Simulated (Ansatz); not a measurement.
**GaHCl₂ (SMILES [Cl][GaH][Cl]): one structure at several levels**

The task here is to estimate one member of a computed series from the others.

Computed with Ansatz 0.2.0, Gaussian basis. Level: single points in def2-TZVPP.

Correlated methods freeze the cores. Filled d shells of the heavier atoms are correlated.

### Starting geometry

SMILES `[Cl][GaH][Cl]`, 4 atoms, charge 0, spin multiplicity 1.

Atoms are counted from 1 here; the program's logs count them from 0.

Bond lengths: Cl1–Ga2 2.101 Å, Ga2–Cl3 2.094 Å, Ga2–H4 1.571 Å. Angles: Cl1–Ga2–Cl3 120.3°, Cl1–Ga2–H4 120.8°, Cl3–Ga2–H4 118.9°.

Geometry (Å):

```xyz
4

Cl   -1.9562   -0.0402   -0.5862
Ga    0.0661    0.0924   -0.0327
Cl    1.0445   -1.5636    0.7950
H     0.8599    1.4372   -0.2041
```

The first run:

run/in.yaml reads:

```yaml
crystal:
  periodic: [false, false, false]
  atoms:
    - {symbol: Cl, position_ang: [-1.956200, -0.040200, -0.586200]}
    - {symbol: Ga, position_ang: [0.066100, 0.092400, -0.032700]}
    - {symbol: Cl, position_ang: [1.044500, -1.563600, 0.795000]}
    - {symbol: H, position_ang: [0.859900, 1.437200, -0.204100]}
basis:
  gaussian: {orbitals: def2-TZVPP}
correlation: {method: ccsd_t}
output: {forces: true}
```

The command line of these runs was not kept.

Among the steps run: CCSD(T)/def2-TZVPP; PBE0-D4/def2-TZVPP; wB97M-V/def2-TZVPP; r2SCAN-D4/def2-TZVPP; PBE-D4/def2-TZVPP; BHLYP-D4/def2-TZVPP; LC-wPBE/def2-TZVPP.

One of the session's tables, all rows but one given; the rest of the session is left out.

```
   method  RMS force component (eV/Å)  angle to CCSD(T) forces (°)  dipole (D)
  CCSD(T)                       0.463                    reference        1.20
  PBE0-D4                       0.404                          1.8        1.27
  wB97M-V                       0.454                          4.1        1.26
r2SCAN-D4                       0.420                          4.8        1.24
   PBE-D4                       0.492                         10.9        1.17
 BHLYP-D4                       0.452                          3.7        1.32
  LC-wPBE                           ?                            ?           ?
```

Estimate the missing values for LC-wPBE.

The run gave: RMS force component (eV/Å): 0.353; angle to CCSD(T) forces (°): 23.0; dipole (D): 1.34. In the column «RMS force component (eV/Å)» it is the lowest.
